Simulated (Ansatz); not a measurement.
# BrH3SeSi: small, medium and large basis sets

One table from this session's results is given with a row withheld; the runs are named, their logs left out.

Computed with Ansatz 0.2.0, Gaussian basis. Level: one geometry, several basis sets.

The runs, in order: PBE0-D4/def2-SVP; ωB97M-V/def2-SVP; PBE0-D4/def2-QZVPP; ωB97M-V/def2-QZVPP; the functionals' def2-TZVPP values are taken from earlier runs.

## The geometry

The geometry comes from an earlier relaxation with PBE0-D4 in a triple-zeta def2 set; it is a stationary point.

SMILES `[SeH][SiH2]Br`, 6 atoms, charge 0, spin multiplicity 1.

Atoms are counted from 1 here; the program's logs count them from 0.

Bond lengths: Se1–Si2 2.263 Å, Se1–H4 1.469 Å, Si2–Br3 2.221 Å, Si2–H5 1.479 Å, Si2–H6 1.479 Å. Angles: Si2–Se1–H4 92.5°, Se1–Si2–Br3 113.4°, Se1–Si2–H5 111.1°, Se1–Si2–H6 105.5°, Br3–Si2–H5 106.5°, Br3–Si2–H6 108.3°, H5–Si2–H6 112.0°.

Geometry (Å):

```xyz
6

Se   -1.2716   -1.3031   -0.1492
Si    0.4394    0.1051    0.3090
Br   -0.1756    2.2367    0.4136
H    -1.3806   -0.8242   -1.5336
H     1.4911    0.0205   -0.7269
H     0.9396   -0.2990    1.6408
```

Set-up of the first run:

File in.yaml:

```yaml
crystal:
  periodic: [false, false, false]
  atoms:
    - {symbol: Se, position_ang: [-1.271578, -1.303086, -0.149156]}
    - {symbol: Si, position_ang: [0.439357, 0.105064, 0.309048]}
    - {symbol: Br, position_ang: [-0.175592, 2.236744, 0.413643]}
    - {symbol: H, position_ang: [-1.380620, -0.824212, -1.533646]}
    - {symbol: H, position_ang: [1.491062, 0.020523, -0.726909]}
    - {symbol: H, position_ang: [0.939572, -0.299031, 1.640820]}
basis:
  gaussian: {orbitals: def2-SVP}
hamiltonian: {xc: pbe0, dispersion: d4}
output: {orbitals: {seedname: orbitals}}
```

Among the steps run: PBE0-D4 in def2-SVP; ωB97M-V in def2-SVP; PBE0-D4 in def2-QZVPP; ωB97M-V in def2-QZVPP.

One of the session's tables, all rows but one given; the rest of the session is left out.

It belongs to the step «Functionals by basis». 

```
functional       basis  HOMO (eV)
   PBE0-D4    def2-SVP      -7.35
   PBE0-D4  def2-TZVPP      -7.44
   PBE0-D4  def2-QZVPP      -7.46
   ωB97M-V    def2-SVP      -9.47
   ωB97M-V  def2-TZVPP      -9.58
   ωB97M-V  def2-QZVPP          ?
```

Q: Estimate the row for ωB97M-V, def2-QZVPP from the others.

**Answer.** HOMO (eV): -9.60. In the column «HOMO (eV)» it is the lowest.
